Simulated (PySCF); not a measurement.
**The bond of BeS, level by level**

The task here is to estimate one member of a computed series from the others.

Computed with PySCF 2.14.0. Level: Be jorge-DZP-DKH, S jorge-DZP-DKH, spin-free X2C with a Gaussian nucleus.

The first run:

A driver script around PySCF takes these settings:

```
atoms                         : Be, S
charge                        : 0
basis                         : Be jorge-DZP-DKH, S jorge-DZP-DKH
Hamiltonian                   : spin-free X2C with a Gaussian nucleus
basis functions               : 39
electrons treated             : 20
masses in u                   : 9.0122, 31.9721
levels                        : PBE0, PBE, r²SCAN, B97-3, M06-2X, BLYP, LC-ωPBE, HF, MP2, SCS-MP2, CCSD, CCSD(T)
grid                          : 80 radial by 434 angular points
occupations                   : held fixed by the projection of orbital angular momentum
dissociation limit            : Be + S, each in its ground configuration
starting distance in angstrom : 1.945
values of 2S to try           : 0, 2
```

Run with:

```console
OMP_NUM_THREADS=1 python dia.py task.json out
```

Steps of the session up to this table: The job; The PBE0 curve of the state that the search chose; Higher solutions at PBE0; PBE (GGA); r²SCAN (meta-GGA); B97-3 (global hybrid GGA); M06-2X (hybrid meta-GGA); BLYP; LC-ωPBE (range-separated hybrid); RHF; Correlated methods on the Hartree–Fock reference.

One of the session's tables, all rows but one given; the rest of the session is left out.

| level | Re (Å) | ωe (cm⁻¹) | De (eV) |
| --- | --- | --- | --- |
| RHF | 1.739 | 1057 | 1.53 |
| RHF-MP2 | 1.773 | 984 | 3.10 |
| RHF-SCS-MP2 | 1.772 | 982 | 2.86 |
| RHF-CCSD | 1.767 | 992 | 2.40 |
| RHF-CCSD(T) | 1.780 | 958 | 2.63 |
| PBE | 1.770 | 970 | 3.63 |
| BLYP | 1.773 | 953 | 3.40 |
| r²SCAN | 1.759 | 1004 | 3.60 |
| PBE0 | ? | ? | ? |
| B97-3 | 1.753 | 1011 | 3.43 |
| M06-2X | 1.746 | 1022 | 3.33 |
| LC-ωPBE | 1.734 | 1060 | 3.09 |

Q: Estimate the row for PBE0 from the others.

**Answer.** Re (Å): 1.752; ωe (cm⁻¹): 1011; De (eV): 3.36. In the column «Re (Å)» it lies between M06-2X (1.746) and B97-3 (1.753).

De is counted to Be + S in their ground configurations.
